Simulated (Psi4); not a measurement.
# GeNH2F (SMILES [NH2][Ge][F]): HF/cc-pVDZ

What is the vertical ionisation energy of GeNH2F at HF/cc-pVDZ? 

Program for the calculation: Psi4 1.11.

5 further runs of the same task are left out: 4 that didn't finish, 1 set aside as unsound or not needed.

### 1 The structure to begin with

The species is GeNH2F (5 atoms), meant as a singlet with charge 0. As SMILES, `[NH2][Ge][F]`. The shape is that of a PBE0-D4/def2-TZVP optimisation. This is one conformer, not always the lowest.

Bond lengths: N1–Ge2 1.811 Å, Ge2–F3 1.768 Å, N1–H4 1.008 Å, N1–H5 1.010 Å. Angles: N1–Ge2–F3 94.5°, Ge2–N1–H4 124.0°, Ge2–N1–H5 122.7°, H4–N1–H5 113.3°.

### 2 Energy and forces at HF/cc-pVDZ

File calc.in:

```
memory 1600 MB

molecule m {
  N     -0.477700     0.347600    -0.204700
  Ge     0.434100    -0.305200     1.217200
  F      1.598300    -1.203900     0.235500
  H     -1.280100     0.952600    -0.130600
  H     -0.224500     0.135300    -1.158700
  units angstrom
  symmetry c1
}

set {
  basis         cc-pVDZ
  puream        true
  e_convergence 1e-09
  d_convergence 1e-08
  scf_type      pk
}

E, wfn = gradient('scf', return_wfn=True)
oeprop(wfn, 'LOWDIN_CHARGES', 'MULLIKEN_CHARGES', 'QUADRUPOLE')
```

Command:

```
psi4 calc.in calc.out -n 1
```

calc.out:

```text
[...]
  Running in c1 symmetry.
[...]
  Nuclear repulsion =  188.583783618447512
[...]
  Multiplicity = 1
[...]
  Nalpha       = 25
  Nbeta        = 25
[...]
    Number of basis functions: 65
[...]
   @RHF iter   1: -2230.00061439298452   -4.61352e+00   1.49033e-02 DIIS/ADIIS
[...]
   @RHF iter  12: -2230.44439541158863   -1.36424e-12   4.05541e-09 DIIS
[...]
  @RHF Final Energy: -2230.44439541158863
   => Energetics <=
    Nuclear Repulsion Energy =            188.5837836184475123
    One-Electron Energy =               -3486.0502899280736528
    Two-Electron Energy =                1067.0221108980374538
    Total Energy =                      -2230.4443954115886299
[...]
  -Total Gradient:
     Atom            X                  Y                   Z
    ------   -----------------  -----------------  -----------------
       1       -0.000212663880     0.000144343928    -0.000568941118
       2        0.001463680192    -0.000992042428     0.004335104587
       3        0.000956337788    -0.000743771005    -0.000738832884
       4       -0.004107351086     0.003109049133     0.001200424804
       5        0.001899996983    -0.001517579632    -0.004227755408
[...]
 Multipole Moments:
 ------------------------------------------------------------------------------------
     Multipole            Electronic (a.u.)      Nuclear  (a.u.)        Total (a.u.)
 ------------------------------------------------------------------------------------
 L = 1.  Multiply by 2.5417464519 to convert [e a0] to [Debye]
 Dipole X            :          1.9091591           -2.7805670           -0.8714079
 Dipole Y            :         -1.2994096            1.9557106            0.6563010
 Dipole Z            :          5.8692054           -5.8410816            0.0281239
 Magnitude           :                                                    1.0912716
 L = 2.  Multiply by 1.3450342976 to convert [e a0^2] to [Debye ang]
 Quadrupole XX       :        -97.1045086           76.3283429          -20.7761657
 Quadrupole XY       :         57.7027181          -57.1261129            0.5766052
[...]
  Mulliken Charges: (a.u.)
   Center  Symbol    Alpha    Beta     Spin     Total
       1     N     3.74877  3.74877  0.00000 -0.49755
       2    GE    15.60705 15.60705  0.00000  0.78590
       3     F     4.77361  4.77361  0.00000 -0.54722
       4     H     0.43710  0.43710  0.00000  0.12579
       5     H     0.43346  0.43346  0.00000  0.13307
   Total alpha = 25.00000, Total beta = 25.00000, Total charge =  0.00000
  Lowdin Charges: (a.u.)
   Center  Symbol    Alpha    Beta     Spin     Total
       1     N     3.59135  3.59135  0.00000 -0.18270
[...]
```

Run time: 26 s. Hardware: 1 thread of Intel Xeon Platinum 8375C at 2.90GHz (Ice Lake), shared host; peak memory 0.42 GiB.

### 3 The doublet cation, same level

File job.dat:

```
memory 1600 MB

molecule molecule1 {
  1 2
  N
  Ge 1 r2
  F 2 r3 1 a3
  H 1 r4 2 a4 3 d4
  H 1 r5 4 a5 2 d5

  r2 = 1.810891
  r3 = 1.768264
  a3 = 94.51926
  r4 = 1.007652
  a4 = 124.03121
  d4 = 179.97989
  r5 = 1.009603
  a5 = 113.29394
  d5 = -179.99791
  symmetry c1
}

set {
  basis         cc-pVDZ
  reference     uhf
  puream        true
  e_convergence 1e-09
  d_convergence 1e-08
  scf_type      pk
  maxiter       200
}

result, w = gradient('hf', return_wfn=True)
print_variables()
```

Command:

```
psi4 -i job.dat -o job.out -n 1
```

job.out:

```text
[...]
  Running in c1 symmetry.
[...]
  Nuclear repulsion =  188.583794277643932
[...]
  Multiplicity = 2
[...]
  Nalpha       = 25
  Nbeta        = 24
[...]
    Number of basis functions: 65
[...]
   @UHF iter   1: -2229.62352793628179   -4.23643e+00   1.56707e-02 DIIS/ADIIS
[...]
   @UHF iter  24: -2230.11448140914990    9.00400e-11   7.88376e-09 DIIS
[...]
   @S^2 Observed:                7.595216964E-01
[...]
    Orbital Energies [Eh]
    ---------------------
    Alpha Occupied:
       1A   -405.574501     2A    -52.474129     3A    -46.562404
       4A    -46.561440     5A    -46.560765     6A    -26.464111
       7A    -15.958642     8A     -7.494283     9A     -5.467467
      10A     -5.465368    11A     -5.460949    12A     -1.939675
      13A     -1.938464    14A     -1.934658    15A     -1.929478
      16A     -1.926162    17A     -1.731101    18A     -1.548474
      19A     -1.033682    20A     -1.025840    21A     -0.894765
      22A     -0.859090    23A     -0.808502    24A     -0.807145
      25A     -0.622858
    Alpha Virtual:
[...]
  @UHF Final Energy: -2230.11448140914990
   => Energetics <=
    Nuclear Repulsion Energy =            188.5837942776439320
    One-Electron Energy =               -3472.4311454465105271
    Two-Electron Energy =                1053.7328697597167775
    Total Energy =                      -2230.1144814091499029
  UHF NO Occupations:
  HONO-2 :   23  A 1.9991400
  HONO-1 :   24  A 1.9970672
[...]
 Multipole Moments:
 ------------------------------------------------------------------------------------
     Multipole            Electronic (a.u.)      Nuclear  (a.u.)        Total (a.u.)
 ------------------------------------------------------------------------------------
 L = 1.  Multiply by 2.5417464519 to convert [e a0] to [Debye]
 Dipole X            :          0.0006523            0.0000396            0.0006919
 Dipole Y            :          2.2723690           -0.9483763            1.3239927
 Dipole Z            :          4.2126467           -6.6914255           -2.4787788
 Magnitude           :                                                    2.8102137
[...]
  -Total Gradient:
     Atom            X                  Y                   Z
    ------   -----------------  -----------------  -----------------
       1       -0.000121467506     0.012136732477     0.088681193138
       2        0.000050195735     0.014006709558    -0.124147889091
       3       -0.000020168674    -0.026899790042     0.014231975994
       4        0.000028337516    -0.008534002555     0.009369356920
       5        0.000063102930     0.009290350596     0.011865363051
[...]
```

Wall time 26 s (1 thread of Intel Xeon Platinum 8375C at 2.90GHz (Ice Lake), shared host); peak memory 0.42 GiB.

### 4 What came out

At HF/cc-pVDZ:

```
                                          quantity           value
                      singlet GeNH2F: total energy  -2230.44440 Eh
                     singlet GeNH2F: dipole moment          2.77 D
                       singlet GeNH2F: HOMO energy       -10.25 eV
                       singlet GeNH2F: LUMO energy         1.71 eV
                     singlet GeNH2F: HOMO–LUMO gap        11.95 eV
          singlet GeNH2F: largest force on an atom      0.272 eV/Å
                      doublet cation: total energy  -2230.11448 Eh
doublet cation: HOMO energy (highest over α and β)       -16.81 eV
 doublet cation: LUMO energy (lowest over α and β)        -7.50 eV
                              doublet cation: ⟨S²⟩           0.760
          doublet cation: largest force on an atom      6.424 eV/Å
vertical ionisation energy (to the doublet cation)        8.977 eV
```

What this shows: Removing an electron at fixed nuclei costs 8.98 eV (866 kJ/mol). The largest force (singlet GeNH2F) is 0.27 eV/Å: the shape isn't a stationary point for this species at this level. −ε(HOMO) before ionisation, 10.25 eV, is 1.27 eV above this ionisation energy.
